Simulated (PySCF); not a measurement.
**CdSi−: from the state search to spectroscopic constants**

One job finds the state of CdSi−, follows it along the bond with each method and fits the curves.

The runs use PySCF 2.14.0; Cd def2-SVPD with ECP28, Si def2-SVPD, scalar-relativistic core potentials.

3 further runs of the same task are left out: 3 set aside as unsound or not needed.

### 1 Set-up

A driver script around PySCF takes these settings:

```yaml
atoms: Cd, Si
charge: -1
basis: Cd def2-SVPD with ECP28, Si def2-SVPD
Hamiltonian: scalar-relativistic core potentials
basis_functions: 58
electrons_treated: 35
masses_in_u: 113.9034, 27.9769
levels: PBE0, PBE, r²SCAN, r²SCANh, r²SCAN0, BP86, CAM-B3LYP, HF, MP2, SCS-MP2
grid: 80 radial by 434 angular points
occupations: held fixed by the projection of orbital angular momentum
dissociation_limit: Cd + Si−, each in its ground configuration
starting_distance_in_angstrom: 2.615
values_of_2S_to_try: 1, 3
```

The run is started by

```console
$ OMP_NUM_THREADS=1 python dia.py task.json out
```

Further steps of the session: The PBE0 curve of the state that the search chose; PBE; r²SCAN (meta-GGA); r²SCANh (hybrid meta-GGA); r²SCAN0; BP86; CAM-B3LYP (range-separated hybrid); UHF (mean field).

Q: Predict the outcome of this session. Wanted: for each run, Re; ωe; De; μ.

As calculated:

Lowest PBE0 solution found, without spin–orbit coupling: ⁴Σ⁻ (quartet), unpaired electrons σ ↑, π ↑↑.

```csv
level,Re (Å),ωe (cm⁻¹),De (eV),μ (D)
UHF,3.004,119.3,0.63,-5.21
UHF-MP2,2.723,163.1,0.92,n/a
UHF-SCS-MP2,2.771,150.6,0.82,n/a
PBE,2.703,180.2,1.21,-4.11
BP86,2.699,180.8,1.21,-3.98
r²SCAN,2.670,187.8,1.17,-4.10
r²SCANh,2.676,185.3,1.14,-4.15
PBE0,2.703,179.2,1.11,-4.25
r²SCAN0,2.684,181.8,1.11,-4.22
CAM-B3LYP,2.721,169.4,1.02,-4.23
```

De is counted to Cd + Si− in their ground configurations. A positive dipole points from Cd to Si; in an ion it is taken about the centre of mass and does not tell which atom is negative.

**Reading.** Bond lengths run from 2.670 Å (r²SCAN) to 3.004 Å (UHF). Among the levels with a De in the table, it runs from 0.63 eV (UHF) to 1.21 eV (PBE).

Correlated steps freeze 5 core orbitals. With some functionals the highest level of the anion is positive, from self-interaction error or because the anion is truly unbound there; the finite basis then holds the extra electron, and no neutral molecule was run to test the binding. Spin–orbit coupling is left out.
